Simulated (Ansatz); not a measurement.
CdClO under changes of volume

One of the cells (20.054 Å³/atom); the others are scaled copies at fixed shape and fractional positions:

```xyz
6
Lattice="3.8118 0.0000 0.0000 -1.9059 3.3011 0.0000 0.0000 0.0000 9.5626" Properties=species:S:1:pos:R:3 pbc="T T T"
Cd    1.9059    1.1004    0.1823
Cd    0.0000    2.2007    4.9636
Cl    1.9059    1.1004    3.2390
Cl    0.0000    2.2007    8.0203
O     0.0000    0.0000    0.7576
O     0.0000    0.0000    5.5388
```

The cell comes from a database or a generator and needn't be the stable form of this composition.

| Property | Result |
| --- | --- |
| Program | Ansatz 0.2.0 |
| Functional | PBE |
| Potentials or basis | Ansatz PAW |
| Cutoff | 420 eV (not typed: the program's choice for these potentials) |
| k mesh | 8 × 8 × 3 |
| Occupations | fermi-dirac, width 0.05 eV |
| Spin | no spin polarisation |

```tsv
volume (Å³/atom)	energy over the lowest point (meV/atom)	pressure (GPa)	largest force (eV/Å)
18.851	0.41	0.9	0.296
19.252	0.00	-0.4	0.212
19.653	?	?	?
20.054	7.83	-2.5	0.143
20.455	15.47	-3.4	0.156
20.856	25.19	-4.2	0.226
21.258	36.80	-4.9	0.290
```

Task: What does the run at 19.653 Å³/atom give?

Result: Energy over the lowest point 2.57 meV/atom; pressure -1.5 GPa; largest force 0.135 eV/Å.

Worked out: A Birch-Murnaghan fit of order 3 (a polynomial in V^(-2/3)) to the other rows has its minimum at 19.10 Å³/atom with B0 = V·E''(V) = 60 GPa and B' = 4.7 at fixed shape and positions, which overstates the stiffness. It gives 2.58 meV/atom at 19.653 Å³/atom, against the run's 2.57, and -dE/dV = -1.6 GPa, against -1.5.

Energies are extrapolated to zero smearing.
